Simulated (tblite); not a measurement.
# C34H52B4O8: the cost of one run

Programs: tblite 0.8.0 and PySCF 2.14.0, with routines of our own; each step states its level. All values are computed. Atoms count from 0.

## (1) The system as given

98 atoms, charge 0, multiplicity 1; geometry from: force field, distance geometry or constructed start.

## (2) Relaxing the molecule with GFN2-xTB

What the job is given:

```
{"job": {"kind": "relax", "xc": "GFN2-xTB", "basis": "xTB"}, "charge": 0, "multiplicity": 1}
C      4.673900    -2.409100    -3.760800
C      3.252100    -2.033600    -3.261700
C      2.250200    -2.936400    -4.003000
O      3.226700    -2.377000    -1.895700
B      2.769000    -1.155700    -1.252100
C      1.380200    -1.169000    -0.480000
C      0.711800    -2.392600    -0.410500
C     -0.602000    -2.454500     0.024400
C     -1.326900    -1.290000     0.282400
B     -2.715600    -1.457700     1.050100
O     -3.081100    -0.434100     2.014700
C     -2.901400    -1.122900     3.225800
C     -3.893800    -0.528500     4.257500
C     -1.466300    -0.807500     3.750400
C     -3.155000    -2.657500     2.882600
C     -4.549300    -3.168700     3.323300
C     -2.101600    -3.620600     3.485600
O     -3.115400    -2.790400     1.478900
C     -0.710800    -0.019300     0.070900
C     -1.429300     1.207200    -0.014000
B     -2.945600     1.293700    -0.502000
O     -3.428000     0.242400    -1.390200
C     -3.518100     0.936100    -2.600700
C     -2.206300     0.694600    -3.401000
C     -4.653900     0.279900    -3.428300
C     -3.800800     2.456700    -2.210400
C     -2.935300     3.476300    -2.999600
C     -5.274400     2.880200    -2.369300
O     -3.496200     2.592200    -0.844800
C     -0.740000     2.417700     0.110200
C      0.638900     2.434500     0.276300
C      1.376600     1.251000     0.211500
B      2.885400     1.321400     0.708600
O      3.386100     2.574900     1.256000
C      3.693300     2.242800     2.581900
C      5.152500     2.699000     2.809700
C      2.791900     3.082800     3.514500
C      3.487700     0.664000     2.730900
C      4.650800    -0.068200     3.446100
C      2.176500     0.253300     3.475700
O      3.418300     0.165400     1.426100
C      0.716300     0.015300    -0.064700
O      3.093000     0.025100    -2.052800
C      2.936300    -0.472700    -3.353900
C      1.485500    -0.139900    -3.825700
C      3.893200     0.317700    -4.272900
H      4.871300    -3.487000    -3.587500
H      5.445000    -1.841000    -3.197600
H      4.776900    -2.213200    -4.847200
H      1.230200    -2.843900    -3.566700
H      2.211500    -2.678300    -5.079500
H      2.541000    -4.002100    -3.915900
H      1.204100    -3.319800    -0.682000
H     -1.060000    -3.436100     0.144000
H     -3.653000     0.538000     4.451200
H     -4.932300    -0.550900     3.871400
H     -3.825900    -1.084300     5.214200
H     -1.324300     0.298900     3.848000
H     -0.685800    -1.170900     3.059900
H     -1.302200    -1.260700     4.750800
H     -5.353000    -2.557800     2.852100
H     -4.654500    -3.154400     4.419900
H     -4.699100    -4.215500     2.977200
H     -2.077600    -3.527800     4.592400
H     -1.085900    -3.418300     3.074500
H     -2.350000    -4.674300     3.229400
H     -1.321000     1.114200    -2.863500
H     -2.252900     1.156500    -4.403200
H     -2.021500    -0.395000    -3.531700
H     -4.400300    -0.779500    -3.668200
H     -5.604400     0.239200    -2.852400
H     -4.815200     0.820100    -4.380500
H     -3.115900     3.377100    -4.086300
H     -1.855300     3.339700    -2.786800
H     -3.182200     4.513400    -2.698200
H     -5.585100     2.850200    -3.434500
H     -5.937000     2.225300    -1.762500
H     -5.419700     3.919600    -1.995500
H     -1.264400     3.362200     0.073100
H      1.114600     3.382700     0.460900
H      5.837300     2.175200     2.112300
H      5.470900     2.513300     3.861400
H      5.253800     3.784100     2.616800
H      2.993300     4.165600     3.381900
H      2.973700     2.830100     4.583200
H      1.715600     2.937800     3.286600
H      5.598700     0.031800     2.878000
H      4.783700     0.334200     4.473500
H      4.440200    -1.149600     3.522200
H      1.284600     0.703800     3.003700
H      2.220700     0.551000     4.546300
H      2.047300    -0.854800     3.425500
H      1.334100    -0.437600    -4.887400
H      1.304000     0.948600    -3.751600
H      0.725800    -0.640800    -3.199300
H      4.938400     0.276900    -3.892400
H      3.608200     1.390900    -4.297500
H      3.857300    -0.075300    -5.309800
```

The run is started by

```bash
$ OMP_NUM_THREADS=8 python large_run.py task.json out
```

The driver reads the jobs from task.json and runs them one after another.

Q: Estimate the wall time and peak memory of this first job on 8 threads of Arm Neoverse N1, shared host.

About 31 s, with a peak of 0.2 GiB.
